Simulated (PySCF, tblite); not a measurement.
# C6H9BO2− (doublet): geometry, infrared bands and EPR parameters

Wanted: the infrared bands and EPR parameters of C6H9BO2− (doublet) (`OB(O)[C@@]12[CH-][CH]C[C@@H]1C2`), by calculation.

Programs: tblite 0.8.0 and PySCF 2.14.0, with density-fitted response routines of our own. Each step states its level of theory. These are calculated values for one molecule in the gas phase, unless marked as measured. Atoms count from 0, in the outputs and in this text.

### Step 1. The molecule as given

18 atoms, charge -1, multiplicity 2; geometry from: force field or distance geometry start.

Bonds of the start (Å): O0–B1 1.45, B1–O2 1.48, B1–C3 1.59, C3–C4 1.53, C4–C5 1.52, C5–C6 1.52, C6–C7 1.52, C7–C8 1.53, C7–C3 1.51, C8–C3 1.53, O0–H9 0.99, O2–H10 0.98, C4–H11 1.11, C5–H12 1.11, C6–H13 1.11, C6–H14 1.11, C7–H15 1.10, C8–H16 1.11, C8–H17 1.11.

### Step 2. Geometry optimisation with GFN2-xTB

Job settings and geometry (Å):

```
{"job": {"kind": "relax", "xc": "GFN2-xTB", "basis": "xTB"}, "charge": -1, "multiplicity": 2}
O      1.423100     1.241200    -1.904500
B      1.624300     0.273400    -0.847100
O      2.950100    -0.354900    -0.666700
C      0.433700    -0.104000     0.141200
C     -0.062000     0.907200     1.169500
C     -1.551900     1.100100     0.909600
C     -2.016200    -0.092400     0.093700
C     -0.773200    -0.711100    -0.529800
C      0.091200    -1.580900     0.377300
H      1.632200     2.116300    -1.488200
H      3.421600     0.248100    -0.050800
H      0.100100     0.531100     2.196300
H     -1.688000     2.032400     0.329900
H     -2.519700    -0.828900     0.758500
H     -2.732200     0.235600    -0.690000
H     -0.709400    -0.883600    -1.618900
H     -0.351800    -1.810600     1.372700
H      0.719400    -2.312700    -0.171000
```

Started as:

```sh
> OMP_NUM_THREADS=1 python probes_run.py task.json out
```

The driver reads the jobs from task.json and runs them one after another.

**Question.** This job is followed by: GFN2-xTB harmonic vibrations, gas phase; UKS B3LYP, pcH-1 on B C H O, non-relativistic, mean-field spin-orbit, GIAO. Predict these results of the whole session: strongest single infrared mode (GFN2-xTB); zero-point energy (GFN2-xTB); g(iso) (B3LYP); ⟨S²⟩; largest a(iso) (averaged by class).

As calculated:

| quantity | value |
| --- | --- |
| strongest single infrared mode (GFN2-xTB) | 2724 cm⁻¹, 462 km/mol |
| zero-point energy (GFN2-xTB) | 84.6 kcal/mol |
| g(iso) (B3LYP) | 2.00243 |
| ⟨S²⟩ | 0.754 (exact 0.75) |
| largest a(iso) (averaged by class) | 13C on C8, 163.8 MHz |

In words: The optimisation took 154 steps and gained 2.271 eV; among the close pairs (by a distance rule), C4–C5 changed most, from 1.525 to 1.390 Å. No mode is imaginary among the 48: a minimum at this level. The strongest single mode, at 2724 cm⁻¹, moves mainly H14 and H13. GFN2-xTB is a fitted tight-binding method: band positions and strengths are rough. Its intensities can rank the bands wrongly. The largest share of the spin, 0.35 e, sits on C5. The isotropic g lies 0.1 ppt above the free-electron value.
